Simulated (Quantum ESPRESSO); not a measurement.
# WS (Pm-3m) in Quantum ESPRESSO: equation of state

How stiff is WS in PBE, and what volume does it want? The cell is scaled to several volumes.

All numbers are computed with Quantum ESPRESSO 7.5; they aren't measurements. Logs are shortened: lines on timing, memory, paths and dates and some standing lists are left out, and cuts for length are marked.

### Step 1. Starting point

The structure is cubic, space group Pm-3m (No. 221). The conventional cell has a = 3.445 Å, b = 3.445 Å, c = 3.445 Å, α = 90.00°, β = 90.00°, γ = 90.00°. W (site symmetry m-3m) is surrounded by 8 S at 2.98 Å. S (site symmetry m-3m) is surrounded by 8 W at 2.98 Å.

The cell was built by a generator and needn't be a form met in nature.

### Step 2. Single point, PBE, 19.21 Å³/atom

pw.in reads:

```
&CONTROL
  calculation = 'scf'
  prefix = 'pwscf'
  outdir = './tmp'
  pseudo_dir = './pseudo'
  tstress = .true.
  disk_io = 'nowf'
/
&SYSTEM
  ibrav = 0
  nat = 2
  ntyp = 2
  ecutwfc = 55
  ecutrho = 440
  nbnd = 16
  occupations = 'smearing'
  smearing = 'fd'
  degauss = 0.00367493
/
&ELECTRONS
  conv_thr = 4d-10
  electron_maxstep = 120
  mixing_beta = 0.5
/
ATOMIC_SPECIES
W    183.8400 W_pbe_v1.2.uspp.F.UPF
S     32.0600 s_pbe_v1.4.uspp.F.UPF
CELL_PARAMETERS angstrom
   3.3745257176    0.0000000000    0.0000000000
   0.0000000000    3.3745257176    0.0000000000
   0.0000000000    0.0000000000    3.3745257176
ATOMIC_POSITIONS crystal
W      0.5000000000    0.5000000000    0.5000000000
S      0.0000000000    0.0000000000    0.0000000000
K_POINTS automatic
8 8 8 0 0 0
```

Potentials or basis: SSSP 1.3 efficiency PBE.

The run is started by

```sh
$ OMP_NUM_THREADS=1 pw.x -in pw.in > pw.out
```

pw.out:

```text
This program is part of the open-source Quantum ESPRESSO suite
     for quantum simulation of materials; please cite
         "P. Giannozzi et al., J. Phys.:Condens. Matter 21 395502 (2009);
         "P. Giannozzi et al., J. Phys.:Condens. Matter 29 465901 (2017);
         "P. Giannozzi et al., J. Chem. Phys. 152 154105 (2020);
     in publications or presentations arising from this work. More details at

     Message from routine setup:
     using ibrav=0 with symmetry is DISCOURAGED, use correct ibrav instead

     G-vector sticks info
     --------------------
     sticks:   dense  smooth     PW     G-vecs:    dense   smooth      PW
     Sum        1433     717    221                40483    14243    2517

     Using Slab Decomposition

     bravais-lattice index     =            0
     lattice parameter (alat)  =       6.3769  a.u.
     unit-cell volume          =     259.3193 (a.u.)^3
     number of atoms/cell      =            2
     number of atomic types    =            2
     number of electrons       =        20.00
     number of Kohn-Sham states=           16
     kinetic-energy cutoff     =      55.0000  Ry
     charge density cutoff     =     440.0000  Ry
     scf convergence threshold =      4.0E-10
     mixing beta               =       0.5000
     number of iterations used =            8  plain     mixing
     Exchange-correlation=  SLA  PW   PBX  PBC
                           (   1   4   3   4   0   0   0)

     celldm(1)=   6.376929  celldm(2)=   0.000000  celldm(3)=   0.000000
     celldm(4)=   0.000000  celldm(5)=   0.000000  celldm(6)=   0.000000

     crystal axes: (cart. coord. in units of alat)
               a(1) = (   1.000000   0.000000   0.000000 )
               a(2) = (   0.000000   1.000000   0.000000 )
               a(3) = (   0.000000   0.000000   1.000000 )

     reciprocal axes: (cart. coord. in units 2 pi/alat)
               b(1) = (  1.000000  0.000000  0.000000 )
               b(2) = (  0.000000  1.000000  0.000000 )
               b(3) = (  0.000000  0.000000  1.000000 )

     PseudoPot. # 1 for W  read from file:
     W_pbe_v1.2.uspp.F.UPF
     Pseudo is Ultrasoft + core correction, Zval = 14.0
     Generated by new atomic code, or converted to UPF format
     Using radial grid of  923 points,  8 beta functions with:
                l(1) =   0
                l(2) =   0
                l(3) =   0
                l(4) =   1
                l(5) =   1
                l(6) =   2
                l(7) =   2
                l(8) =   3
     Q(r) pseudized with  6 coefficients,  rinner =    1.350   1.350   1.350
                                                       1.350   1.350   1.350
                                                       1.350

     PseudoPot. # 2 for S  read from file:
     s_pbe_v1.4.uspp.F.UPF
     Pseudo is Ultrasoft + core correction, Zval =  6.0
     Generated by new atomic code, or converted to UPF format
     Using radial grid of  907 points,  6 beta functions with:
                l(1) =   0
                l(2) =   0
                l(3) =   1
                l(4) =   1
                l(5) =   2
                l(6) =   2
     Q(r) pseudized with  8 coefficients,  rinner =    1.300   1.300   1.300
                                                       1.300   1.300

     atomic species   valence    mass     pseudopotential
     W                14.00   183.84000     W ( 1.00)
     S                 6.00    32.06000     S ( 1.00)

     48 Sym. Ops., with inversion, found

   Cartesian axes

     site n.     atom                  positions (alat units)
         1        W      tau(   1) = (   0.5000000   0.5000000   0.5000000  )
         2        S      tau(   2) = (   0.0000000   0.0000000   0.0000000  )

     number of k points=    35  Fermi-Dirac smearing, width (Ry)=  0.0037
                       cart. coord. in units 2pi/alat
        k(    1) = (   0.0000000   0.0000000   0.0000000), wk =   0.0039062
        k(    2) = (   0.0000000   0.0000000   0.1250000), wk =   0.0234375
        k(    3) = (   0.0000000   0.0000000   0.2500000), wk =   0.0234375
        k(    4) = (   0.0000000   0.0000000   0.3750000), wk =   0.0234375
        k(    5) = (   0.0000000   0.0000000  -0.5000000), wk =   0.0117188
        k(    6) = (   0.0000000   0.1250000   0.1250000), wk =   0.0468750
[... 27 lines left out ...]
        k(   34) = (   0.3750000  -0.5000000  -0.5000000), wk =   0.0234375
        k(   35) = (  -0.5000000  -0.5000000  -0.5000000), wk =   0.0039062

     Dense  grid:    40483 G-vectors     FFT dimensions: (  45,  45,  45)

     Smooth grid:    14243 G-vectors     FFT dimensions: (  32,  32,  32)

     Initial potential from superposition of free atoms

     starting charge      19.8996, renormalised to      20.0000

     negative rho (up, down):  6.377E-02 0.000E+00
     Starting wfcs are   17 randomized atomic wfcs

     Self-consistent Calculation

     iteration #  1     ecut=    55.00 Ry     beta= 0.50
     Davidson diagonalization with overlap
     ethr =  1.00E-02,  avg # of iterations =  3.9

     Threshold (ethr) on eigenvalues was too large:
     Diagonalizing with lowered threshold

     Davidson diagonalization with overlap
     ethr =  2.95E-04,  avg # of iterations =  2.3

     negative rho (up, down):  6.572E-02 0.000E+00

     total energy              =    -183.05662199 Ry
     estimated scf accuracy    <       0.06395917 Ry

     iteration #  2     ecut=    55.00 Ry     beta= 0.50
     Davidson diagonalization with overlap
     ethr =  3.20E-04,  avg # of iterations =  2.5

     negative rho (up, down):  6.687E-02 0.000E+00

     total energy              =    -183.06747058 Ry
     estimated scf accuracy    <       0.04866825 Ry

     iteration #  3     ecut=    55.00 Ry     beta= 0.50
     Davidson diagonalization with overlap
     ethr =  2.43E-04,  avg # of iterations =  1.3

     negative rho (up, down):  6.819E-02 0.000E+00

     total energy              =    -183.07750825 Ry
     estimated scf accuracy    <       0.00180361 Ry

     iteration #  4     ecut=    55.00 Ry     beta= 0.50
     Davidson diagonalization with overlap
     ethr =  9.02E-06,  avg # of iterations =  3.6
[... 19 lines left out ...]
     negative rho (up, down):  6.845E-02 0.000E+00

     total energy              =    -183.07780260 Ry
     estimated scf accuracy    <       0.00000017 Ry

     iteration #  7     ecut=    55.00 Ry     beta= 0.50
     Davidson diagonalization with overlap
     ethr =  8.43E-10,  avg # of iterations =  3.3

     negative rho (up, down):  6.844E-02 0.000E+00

     total energy              =    -183.07780264 Ry
     estimated scf accuracy    <          4.4E-09 Ry

     iteration #  8     ecut=    55.00 Ry     beta= 0.50
     Davidson diagonalization with overlap
     ethr =  2.18E-11,  avg # of iterations =  3.3

     negative rho (up, down):  6.845E-02 0.000E+00

     End of self-consistent calculation

          k = 0.0000 0.0000 0.0000 (  1791 PWs)   bands (ev):

   -61.7399 -25.7858 -25.7858 -25.7858  -1.7860  10.4120  10.4120  10.6608
    10.6608  10.6608  12.5020  13.8521  13.8521  13.8521  21.7161  21.7161

          k = 0.0000 0.0000 0.1250 (  1803 PWs)   bands (ev):

   -61.7395 -25.8012 -25.7845 -25.7845  -1.6500   8.9944  10.4917  10.4917
    10.5015  11.2433  13.6247  13.8944  14.0960  14.0960  21.1663  22.0308

          k = 0.0000 0.0000 0.2500 (  1803 PWs)   bands (ev):

   -61.7384 -25.8383 -25.7814 -25.7814  -1.2862   7.2598  10.1407  10.1407
    10.7343  12.2847  13.9996  14.6844  14.6844  15.1068  20.0475  22.0280

          k = 0.0000 0.0000 0.3750 (  1795 PWs)   bands (ev):

   -61.7373 -25.8750 -25.7783 -25.7783  -0.8510   5.9404   9.8419   9.8419
    10.9969  13.7277  14.1096  15.3462  15.3462  16.1802  19.0839  20.0837

          k = 0.0000 0.0000-0.5000 (  1800 PWs)   bands (ev):

   -61.7368 -25.8902 -25.7770 -25.7770  -0.6389   5.4268   9.7288   9.7288
    11.1168  14.1567  14.6164  15.6749  15.6749  16.8662  18.5393  18.7087

          k = 0.0000 0.1250 0.1250 (  1803 PWs)   bands (ev):

   -61.7390 -25.8004 -25.7994 -25.7833  -1.5219   8.8124   9.3341  10.4050
    10.8874  11.9362  13.3267  13.6419  14.5083  15.0585  21.2178  21.9563
[... 21 lines left out ...]
          k = 0.0000 0.2500 0.3750 (  1783 PWs)   bands (ev):

   -61.7357 -25.8691 -25.8292 -25.7741  -0.5981   6.6375   8.5031  10.3206
    11.3514  13.1172  13.4633  14.1098  14.6946  16.5636  19.8368  21.3306

          k = 0.0000 0.2500-0.5000 (  1776 PWs)   bands (ev):

   -61.7353 -25.8840 -25.8277 -25.7728  -0.4549   6.2872   8.6325  10.3190
    11.2479  13.2362  13.7225  14.4145  14.4971  16.3945  19.3351  21.1869

          k = 0.0000 0.3750 0.3750 (  1782 PWs)   bands (ev):

   -61.7346 -25.8655 -25.8645 -25.7711  -0.4006   7.1514   7.9088  10.7730
    10.9763  12.7344  13.1738  13.8600  14.5674  16.0662  20.6637  22.1291

          k = 0.0000 0.3750-0.5000 (  1776 PWs)   bands (ev):

   -61.7342 -25.8797 -25.8632 -25.7698  -0.3132   7.1639   7.9795  10.6395
    11.0054  12.7452  13.0741  13.3176  14.8484  16.0850  20.6009  22.0938

          k = 0.0000-0.5000-0.5000 (  1772 PWs)   bands (ev):

   -61.7337 -25.8779 -25.8779 -25.7686  -0.2512   7.7275   7.7275  10.0744
    11.5997  12.5650  12.5650  12.8515  15.1504  16.1503  21.3594  21.3595

          k = 0.1250 0.1250 0.1250 (  1806 PWs)   bands (ev):

   -61.7386 -25.7995 -25.7980 -25.7980  -1.4006   8.7812   9.3298   9.3298
    11.7295  11.7295  13.5934  13.9969  13.9969  15.7655  21.6450  21.6450

          k = 0.1250 0.1250 0.2500 (  1790 PWs)   bands (ev):

   -61.7375 -25.8352 -25.7957 -25.7948  -1.0801   7.4865   9.2876   9.4558
    11.4624  12.6385  13.3488  14.2435  14.7156  16.4156  20.8856  21.2517

          k = 0.1250 0.1250 0.3750 (  1786 PWs)   bands (ev):

   -61.7364 -25.8716 -25.7924 -25.7916  -0.7058   6.3178   9.2006   9.7608
    11.3746  13.1670  13.7445  14.4050  15.4269  16.7507  19.7054  20.1701

          k = 0.1250 0.1250-0.5000 (  1786 PWs)   bands (ev):

   -61.7359 -25.8866 -25.7910 -25.7903  -0.5281   5.8637   9.1532   9.8648
    11.3749  13.3635  13.8601  14.6738  15.7566  17.3163  18.3398  20.4224

          k = 0.1250 0.2500 0.2500 (  1797 PWs)   bands (ev):

   -61.7364 -25.8325 -25.8306 -25.7920  -0.8162   7.5335   8.4022   9.4954
    11.7041  12.6523  13.5503  14.0303  14.8735  16.4931  20.9032  21.6410

          k = 0.1250 0.2500 0.3750 (  1789 PWs)   bands (ev):

   -61.7353 -25.8675 -25.8278 -25.7888  -0.5168   6.8016   8.4282   9.7821
    11.5894  12.7783  13.3446  14.4029  15.0264  16.5833  19.9042  21.3012

          k = 0.1250 0.2500-0.5000 (  1782 PWs)   bands (ev):

   -61.7348 -25.8823 -25.8263 -25.7875  -0.3789   6.4379   8.4907  10.0207
    11.4852  12.7914  13.0528  14.7403  15.3480  16.6404  19.2291  20.7737

          k = 0.1250 0.3750 0.3750 (  1784 PWs)   bands (ev):

   -61.7342 -25.8639 -25.8629 -25.7857  -0.3097   7.2470   7.8069   9.9730
    11.2867  12.8432  12.9023  14.5923  14.6925  16.2939  20.1281  21.3413

          k = 0.1250 0.3750-0.5000 (  1764 PWs)   bands (ev):

   -61.7337 -25.8781 -25.8617 -25.7844  -0.2174   7.1814   7.8540  10.2010
    10.8999  12.7604  12.8133  14.5314  14.9368  16.2085  20.1360  20.9242

          k = 0.1250-0.5000-0.5000 (  1768 PWs)   bands (ev):

   -61.7333 -25.8763 -25.8763 -25.7831  -0.1462   7.6014   7.6014  10.2609
    10.4701  12.8188  12.8188  14.0637  15.1632  16.1866  20.5691  20.5691

          k = 0.2500 0.2500 0.2500 (  1791 PWs)   bands (ev):

   -61.7353 -25.8296 -25.8271 -25.8271  -0.5766   8.0462   8.2796   8.2796
    12.3089  12.3089  13.3570  14.8553  14.8553  15.9588  21.3515  21.3515

          k = 0.2500 0.2500 0.3750 (  1787 PWs)   bands (ev):

   -61.7342 -25.8636 -25.8251 -25.8236  -0.3066   7.1838   8.1460   8.8954
    12.1843  12.5079  12.9320  14.7741  15.6029  16.3340  20.0094  20.0971

          k = 0.2500 0.2500-0.5000 (  1784 PWs)   bands (ev):

   -61.7337 -25.8782 -25.8236 -25.8221  -0.1830   6.8047   8.0884   9.3271
    12.1405  12.1643  12.8857  14.9838  15.9601  16.9123  18.9364  19.4319

          k = 0.2500 0.3750 0.3750 (  1776 PWs)   bands (ev):

   -61.7331 -25.8600 -25.8592 -25.8208  -0.0717   7.4166   7.5743   8.7078
    11.9474  12.8616  13.1111  15.0577  15.4382  16.5526  19.0317  19.8151

          k = 0.2500 0.3750-0.5000 (  1764 PWs)   bands (ev):

   -61.7326 -25.8741 -25.8579 -25.8194   0.0348   7.1727   7.5703   8.8012
    11.7411  13.0457  13.2207  15.1240  15.6701  16.5384  18.9361  19.0973

          k = 0.2500-0.5000-0.5000 (  1788 PWs)   bands (ev):

   -61.7322 -25.8724 -25.8724 -25.8180   0.1330   7.3241   7.3241   8.6327
    11.6211  13.5080  13.5080  15.1943  15.3124  16.2591  19.0157  19.0157

          k = 0.3750 0.3750 0.3750 (  1784 PWs)   bands (ev):

   -61.7320 -25.8565 -25.8554 -25.8554   0.1999   7.3579   7.3579   7.8645
    12.7075  13.3857  13.3857  15.6511  15.6511  16.5293  18.3327  18.3327

          k = 0.3750 0.3750-0.5000 (  1786 PWs)   bands (ev):

   -61.7315 -25.8702 -25.8546 -25.8538   0.3254   7.1114   7.2723   7.7509
    13.0066  13.5000  13.9818  15.3017  16.1704  16.8671  17.4889  17.7846

          k = 0.3750-0.5000-0.5000 (  1796 PWs)   bands (ev):

   -61.7311 -25.8685 -25.8685 -25.8526   0.4609   7.0755   7.0755   7.4335
    13.3943  14.5063  14.5063  15.2256  16.0330  16.2088  17.4085  17.4085

          k =-0.5000-0.5000-0.5000 (  1736 PWs)   bands (ev):

   -61.7306 -25.8669 -25.8669 -25.8669   0.6169   6.9792   6.9792   6.9792
    15.2387  15.2387  15.4429  15.4429  15.4429  16.2594  16.2594  16.2594

     the Fermi energy is    13.1269 ev

!    total energy              =    -183.07780264 Ry
     estimated scf accuracy    <          3.9E-10 Ry
     smearing contrib. (-TS)   =      -0.00187540 Ry
     internal energy E=F+TS    =    -183.07592724 Ry

     The total energy is F=E-TS. E is the sum of the following terms:
     one-electron contribution =     -34.22420899 Ry
     hartree contribution      =      24.76625301 Ry
     xc contribution           =     -49.26686000 Ry
     ewald contribution        =    -124.35111127 Ry

     convergence has been achieved in   8 iterations

     Computing stress (Cartesian axis) and pressure

     negative rho (up, down):  6.845E-02 0.000E+00
          total   stress  (Ry/bohr**3)                   (kbar)     P=     -354.35
  -0.00240885   0.00000000   0.00000000         -354.35        0.00        0.00
   0.00000000  -0.00240885   0.00000000            0.00     -354.35        0.00
   0.00000000   0.00000000  -0.00240885            0.00        0.00     -354.35

=------------------------------------------------------------------------------=
   JOB DONE.
=------------------------------------------------------------------------------=
```

Run time: 20 s. Hardware: 1 thread of Arm Neoverse V2, shared host; peak memory 0.32 GiB.

Results:

```yaml
Free_energy: -2490.9004 eV
Pressure: -35.4 GPa
Band_gap_on_the_k_mesh: none (metal or under the smearing width)
```

Caveat: the cell as given lies far from equilibrium.

### Step 3. Single point, PBE, 19.62 Å³/atom

Changes to pw.in since step 2:

```diff
@@ -28,5 +28,5 @@
 CELL_PARAMETERS angstrom
-   3.3745257176    0.0000000000    0.0000000000
-   0.0000000000    3.3745257176    0.0000000000
-   0.0000000000    0.0000000000    3.3745257176
+   3.3982907662    0.0000000000    0.0000000000
+   0.0000000000    3.3982907662    0.0000000000
+   0.0000000000    0.0000000000    3.3982907662
 ATOMIC_POSITIONS crystal
```

Potentials or basis: SSSP 1.3 efficiency PBE.

The run is started by

```sh
$ OMP_NUM_THREADS=1 pw.x -in pw.in > pw.out
```

It took 21 s on 1 thread of Arm Neoverse V2, shared host; peak memory 0.33 GiB.

The run converged. Its results:

```
Free energy            : -2490.7192 eV
Pressure               : -35.6 GPa
Band gap on the k mesh : none (metal or under the smearing width)
```

Caveat: the cell as given lies far from equilibrium.

### Step 4. Single point, PBE, 20.03 Å³/atom

Changes to pw.in since step 3:

```diff
@@ -28,5 +28,5 @@
 CELL_PARAMETERS angstrom
-   3.3982907662    0.0000000000    0.0000000000
-   0.0000000000    3.3982907662    0.0000000000
-   0.0000000000    0.0000000000    3.3982907662
+   3.4217279949    0.0000000000    0.0000000000
+   0.0000000000    3.4217279949    0.0000000000
+   0.0000000000    0.0000000000    3.4217279949
 ATOMIC_POSITIONS crystal
```

The run is started by

```sh
$ OMP_NUM_THREADS=1 pw.x -in pw.in > pw.out
```

Wall time 20 s (1 thread of Arm Neoverse V2, shared host); peak memory 0.33 GiB.

Results (log left out):

```
Free energy            : -2490.5373 eV
Pressure               : -35.7 GPa
Band gap on the k mesh : none (metal or under the smearing width)
```

Caveat: the cell as given lies far from equilibrium.

### Step 5. Single point, PBE, 20.44 Å³/atom

Changes to pw.in since step 4:

```diff
@@ -28,5 +28,5 @@
 CELL_PARAMETERS angstrom
-   3.4217279949    0.0000000000    0.0000000000
-   0.0000000000    3.4217279949    0.0000000000
-   0.0000000000    0.0000000000    3.4217279949
+   3.4448484800    0.0000000000    0.0000000000
+   0.0000000000    3.4448484800    0.0000000000
+   0.0000000000    0.0000000000    3.4448484800
 ATOMIC_POSITIONS crystal
```

The run is started by

```sh
$ OMP_NUM_THREADS=1 pw.x -in pw.in > pw.out
```

It took 20 s on 1 thread of Arm Neoverse V2, shared host; peak memory 0.33 GiB.

The run converged. Its results:

```
Free energy            : -2490.3555 eV
Pressure               : -35.6 GPa
Band gap on the k mesh : none (metal or under the smearing width)
```

Caveat: the cell as given lies far from equilibrium.

### Step 6. Single point, PBE, 20.85 Å³/atom

Changes to pw.in since step 5:

```diff
@@ -28,5 +28,5 @@
 CELL_PARAMETERS angstrom
-   3.4448484800    0.0000000000    0.0000000000
-   0.0000000000    3.4448484800    0.0000000000
-   0.0000000000    0.0000000000    3.4448484800
+   3.4676627110    0.0000000000    0.0000000000
+   0.0000000000    3.4676627110    0.0000000000
+   0.0000000000    0.0000000000    3.4676627110
 ATOMIC_POSITIONS crystal
```

Potentials or basis: SSSP 1.3 efficiency PBE.

The run is started by

```sh
$ OMP_NUM_THREADS=1 pw.x -in pw.in > pw.out
```

Run time: 23 s. Hardware: 1 thread of Arm Neoverse V2, shared host; peak memory 0.34 GiB.

Results (log left out):

- Free energy: -2490.1743 eV
- Pressure: -35.4 GPa
- Band gap on the k mesh: none (metal or under the smearing width)

Caveat: the cell as given lies far from equilibrium.

[end of part 1 of 2]
